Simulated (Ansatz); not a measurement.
# Na2HW: a trial structure relaxed

Where does this trial cell of Na2HW go when cell and atoms are let free, and does the end survive a random kick?

Program: Ansatz 0.2.0. Level of theory: DFT PBE, scalar-relativistic, plane waves, PAW. These are calculated values, not measurements.

## (1) Starting point

It takes space group P-3m1 (No. 164, trigonal). The conventional cell has a = 3.571 Å, b = 3.571 Å, c = 4.952 Å, α = 90.00°, β = 90.00°, γ = 120.00°. Around Na (site symmetry 3m) lie 3 W at 2.38 Å and 3 H at 2.43 Å. Around H (site symmetry -3m) lie 6 Na at 2.43 Å and 2 W at 2.48 Å. W (site symmetry -3m) has 6 Na at 2.38 Å and 2 H at 2.48 Å as nearest neighbours.

Coordinates:

```
CELL_PARAMETERS angstrom
3.57065 0.00000 0.00000
-1.78533 3.09228 0.00000
0.00000 0.00000 4.95217
ATOMIC_POSITIONS crystal
Na 0.66667 0.33333 0.25975
Na 0.33333 0.66667 0.74025
H 0.00000 0.00000 0.00000
W 0.00000 0.00000 0.50000
```

The cell is invented: species swapped into a database cell of CoNiAs2 (P-3m1, No. 164), with W on the Co sites, H on the Ni sites and Na on the As sites. Its size is a rough estimate.

## (2) The guess as it stands, on a coarse mesh

Contents of input.yaml:

```yaml
crystal:
  lattice:
    - [3.57065206, 0.0, 0.0]
    - [-1.78532603, 3.09227539, 0.0]
    - [0.0, 0.0, 4.95216966]
  atoms:
    - { symbol: Na, position: [0.66666667, 0.33333333, 0.25974599] }
    - { symbol: Na, position: [0.33333333, 0.66666667, 0.74025401] }
    - { symbol: H, position: [0.0, 0.0, 0.0] }
    - { symbol: W, position: [0.0, 0.0, 0.5] }
basis:
  ecutwfc: 420
kpoints:
  mp_grid: { grid: [6, 6, 4] }
hamiltonian:
  xc: pbe
scf:
  occupations: { method: gaussian, width: 0.1 }
  lower_state_search: "off"
output:
  forces: true
  stress: true
  eigenvalues: true
```

Command:

```
$ ansatz run input.yaml --threads 1 --pin off --max-ram 2048MiB --backend cpu --events-out ev --progress --plain --runs-dir out
```

Further runs follow: rough relaxation on the coarse mesh; full relaxation; kick test: the unmoved cell on a coarse mesh; random kick, then relaxation; the kicked end on a coarse mesh; full relaxation (after the kick).

**Question.** What will these runs give? Wanted: conventional cell; volume; energy over the elements; gap on the mesh.

As calculated:

```
                                                              quantity                                                                       value
                          symmetry at the first end (tolerance 0.05 Å)                                                 space group P-3m1 (No. 164)
                                                     conventional cell  a = 2.849 Å, b = 2.849 Å, c = 8.649 Å, α = 90.00°, β = 90.00°, γ = 120.00°
                                                                volume                                                               15.20 Å³/atom
energy over the elements (uncorrected; H, N, O, F and Cl as molecules)                                                               +0.52 eV/atom
                                                       gap on the mesh                                                                none (metal)
```

In words: The space group P-3m1 (No. 164) is kept, and the volume per atom grows by 11.2 % from the first guess. With a positive formation energy it can't be a ground state. The kick test gives no clear verdict at this accuracy. Spin-orbit coupling is left out for W.
